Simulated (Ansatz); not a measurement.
Run this with the Ansatz DFT code, driven from Python and show what comes out.

`hfos3.vasp`
```text
HfOs3
1.0
   3.97356100    0.00000000    0.00000000
   0.00000000    3.97356100    0.00000000
   0.00000000    0.00000000    3.97356100
Hf Os
1 3
Direct
   0.00000000    0.00000000    0.00000000
   0.50000000    0.50000000    0.00000000
   0.50000000    0.00000000    0.50000000
   0.00000000    0.50000000    0.50000000
```

`hfos3_robust.py`
```python
"""Refuse a result for HfOs3 that has doubts or was not closed by its thresholds."""

import warnings

import ansatz as az
from ase.io import read


def main() -> None:
    atoms = read("hfos3.vasp", format="vasp")
    cell = az.Crystal.from_ase(atoms)

    base = (
        cell.calculation()
        .functional("PBE")
        .occupations("Gaussian", width=0.1)
        .pseudopotentials("paw")
        .kpoints(density=3.8)
    )

    with warnings.catch_warnings(record=True) as caught:
        warnings.simplefilter("always")
        res = base.forces().stress().run()
    for item in caught:
        if issubclass(item.category, (az.RunWarning, az.DeckWarning)):
            print(item.category.__name__, "-", str(item.message)[:120])
    report = res.report
    doubts = report["published_state_doubts"]
    if doubts or report.get("closed_by") != "deck_thresholds":
        print("rejected:", doubts, report.get("closed_by"))
    else:
        print(f"accepted: F = {report['free_energy_ev']:.5f} eV")


if __name__ == "__main__":
    main()
```

```console
$ python hfos3_robust.py
DeckWarning - basis.ecutwfc = 420 eV, auto-derived from the records' recommended cutoffs: set by Hf (normal level)
accepted: F = -49875.22590 eV
```

Caveats:
- Absolute energies stand on the zero of these potentials, so only differences at equal settings mean something. A total without «per atom» is that of the cell as typed.
- Spin-orbit coupling, which matters for elements this heavy, is left out.
- This cell is a computed structure, which may not be the phase found in nature.
- It ran for 4.4 s on 1 thread of Intel(R) Xeon(R) Platinum 8259CL CPU @ 2.50GHz (Skylake/Cascade Lake) (shared host), peak memory 0.49 GiB.
